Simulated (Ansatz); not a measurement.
# F2H2Si: the cost of one run

Method: PBE0-D4/def2-TZVP structures, single points in def2-TZVPP, no counterpoise correction; program: Ansatz 0.2.0, Gaussian basis.

Levels: SPW92, PBE-D4, BLYP-D4, r2SCAN-D4, B97M-V, PBE0-D4, B3LYP-D4, r2SCAN0-D4, BHLYP-D4, CAM-B3LYP-D4, wB97X-V, wB97M-V, B2PLYP, PBE-QIDH, RPA on PBE, Hartree-Fock, MP2, CCSD, CCSD(T).

Correlated methods freeze the cores. B3LYP uses VWN-RPA correlation. B2PLYP carries no dispersion term here.

94 further runs of the same task are left out: 94 set aside as unsound or not needed. Runs told in other sessions of the task aren't counted.

### Step 1. Starting geometry

The complex: 8 atoms, charge 0, spin multiplicity 1.

Atoms are counted from 1 here; the program's logs count them from 0.

Bond lengths: Si1–F3 1.595 Å, Si1–F4 1.597 Å, Si1–H5 1.471 Å, Si1–H7 1.471 Å, O2–H6 0.961 Å, O2–H8 0.961 Å. Angles: F3–Si1–F4 104.6°, F3–Si1–H5 110.7°, F3–Si1–H7 110.7°, F4–Si1–H5 105.7°, F4–Si1–H7 105.7°, H5–Si1–H7 118.3°, H6–O2–H8 105.1°.

Coordinates:

```mol
F2H4OSi
  3D, bonds by distance, orders not assigned

  8  6  0  0  0  0  0  0  0  0999 V2000
   -0.8299    0.6180   -0.0604 Si  0  0
    1.2732   -0.9434    0.5005 O   0  0
   -0.2959    0.2575   -1.5192 F   0  0
   -2.0968    1.5562   -0.3149 F   0  0
    0.1461    1.4516    0.6585 H   0  0
    1.1236   -1.7927    0.0760 H   0  0
   -1.3517   -0.5814    0.6134 H   0  0
    2.0314   -0.5659    0.0460 H   0  0
  1  3  8  0
  1  4  8  0
  1  5  8  0
  1  7  8  0
  2  6  8  0
  2  8  8  0
M  END
```

Its parts: SiH2F2 holds atoms 1, 3, 4, 5, 7; H2O holds atoms 2, 6, 8. Each part counts its atoms afresh in its own runs.

### Step 2. Relaxing SiH2F2 alone

The input, relax-a/in.yaml:

```yaml
crystal:
  periodic: [false, false, false]
  atoms:
    - {symbol: Si, position_ang: [-0.829898, 0.618030, -0.060422]}
    - {symbol: F, position_ang: [-0.295921, 0.257513, -1.519199]}
    - {symbol: F, position_ang: [-2.096784, 1.556162, -0.314863]}
    - {symbol: H, position_ang: [0.146083, 1.451633, 0.658540]}
    - {symbol: H, position_ang: [-1.351735, -0.581377, 0.613432]}
basis:
  gaussian: {orbitals: def2-TZVP}
hamiltonian: {xc: pbe0, dispersion: d4}
relax: {f_tol: 0.005, max_steps: 200}
```

Started as:

```bash
ansatz run in.yaml --threads 4 --pin off --events-out ev --progress --plain --max-ram 9574MiB
```

**Question.** How long does this run take on 4 threads of Arm Neoverse V2, shared host?

About 2.9 s.
